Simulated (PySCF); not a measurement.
# C3H3F3O2: electronic excitations

Wanted: the electronic excitations of C3H3F3O2 (`FC(F)O[C@@H]1O[C@@H]1F`), by calculation.

The runs use PySCF 2.14.0, with density-fitted response routines of our own; the level of theory stands in each step. All values are computed, except where a source is named. Atoms count from 0, in the outputs and in this text.

### Step 1. Starting geometry

11 atoms, charge 0, multiplicity 1; geometry from: GFN2-xTB.

Bonds of the start (Å): F0–C1 1.35, C1–F2 1.34, C1–O3 1.37, O3–C4 1.38, C4–O5 1.39, O5–C6 1.38, C6–F7 1.35, C6–C4 1.47, C1–H8 1.10, C4–H9 1.09, C6–H10 1.08.

### Step 2. Excited states and response: wB97X-D/def2-SVPD

The job: settings as JSON, then the geometry in Å.

```
{"job": {"kind": "uv", "xc": "wB97X-D", "basis": "def2-SVPD", "nstates": 8, "ntriplets": 3}, "charge": 0, "multiplicity": 1}
F      2.070914    -0.612613    -0.783591
C      1.442159    -0.291842     0.362922
F      2.410010    -0.085902     1.269486
O      0.742837     0.873632     0.215087
C     -0.635223     0.835626     0.154352
O     -1.338966    -0.200546     0.757567
C     -1.401980    -0.145364    -0.624315
F     -0.743180    -1.120510    -1.280558
H      0.834344    -1.152453     0.688705
H     -1.014529     1.841825     0.301189
H     -2.360962     0.060816    -1.086808
```

Level: TDDFT wB97X-D/def2-SVPD, vertical, gas phase, core orbitals frozen in the response.

Started as:

```console
$ OMP_NUM_THREADS=1 python probes_run.py task.json out
```

One launch serves the whole session: the jobs run in the order shown.

Predict these results of the whole session: lowest singlet (wB97X-D/def2-SVPD); brightest single state of those computed; lowest triplet; surface potential, 1st and 99th percentile.

**Answer**, as computed:

| quantity | value |
| --- | --- |
| lowest singlet (wB97X-D/def2-SVPD) | 8.53 eV (145 nm), f = 0.015 |
| brightest single state of those computed | state 5, 9.79 eV, f = 0.102 |
| lowest triplet | 8.32 eV |
| surface potential, 1st and 99th percentile | -0.84 V and 1.77 V |

**Reading.** The first singlet state (HOMO→LUMO 0.91) lies at 8.53 eV and is weak; of the 8 states computed, the strongest absorption comes from state 5 at 9.79 eV (the last state computed is bright too, and its partners may lie past the list). The lowest triplet lies 0.22 eV below the lowest singlet (triplets in Tamm-Dancoff, singlets in full TDDFT).
